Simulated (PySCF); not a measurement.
# C7H9ClO: the cost of one run

Programs: PySCF 2.14.0, with routines of our own; each step states its level. All values are computed. Atoms count from 0.

## Step 1: The system as given

18 atoms, charge 1, multiplicity 2; geometry from: GFN2-xTB.

## Step 2: Open-shell or spin-flip excitations: unrestricted TDDFT BHandHLYP/def2-SVP

Job settings and geometry (Å):

```
{"job": {"kind": "uabs", "xc": "BHandHLYP", "basis": "def2-SVP", "nstates": 10, "tda": false}, "charge": 1, "multiplicity": 2}
C      0.969764     2.650565    -1.155316
C      0.746424     1.548346    -0.714210
C      0.514150     0.258913    -0.217131
C      1.686609    -0.660047    -0.335580
O      1.531633    -1.877120     0.314982
C     -0.722839    -0.066055     0.327998
C     -1.085732    -1.427637     0.730795
C     -1.756001     0.996234     0.462480
Cl    -2.541035     0.868148    -1.162798
H      1.157857     3.617209    -1.528547
H      1.849944    -0.814274    -1.422340
H      2.581875    -0.117904     0.015170
H      2.363563    -2.366372     0.318813
H     -2.135909    -1.505013     0.995090
H     -0.478270    -1.716129     1.596241
H     -0.828150    -2.164079    -0.031268
H     -2.502351     0.777761     1.223034
H     -1.360292     2.003772     0.570932
```

Method: unrestricted TDDFT BHandHLYP/def2-SVP, vertical, gas phase, core orbitals frozen in the response.

On the command line:

```sh
$ OMP_NUM_THREADS=1 python excited_run.py task.json out
```

This one command runs all jobs of the session in turn.

Q: Estimate the wall time and peak memory of this first job on 1 thread of Intel Xeon at 2.70GHz, shared host.

About 2.6 min, with a peak of 0.72 GiB.
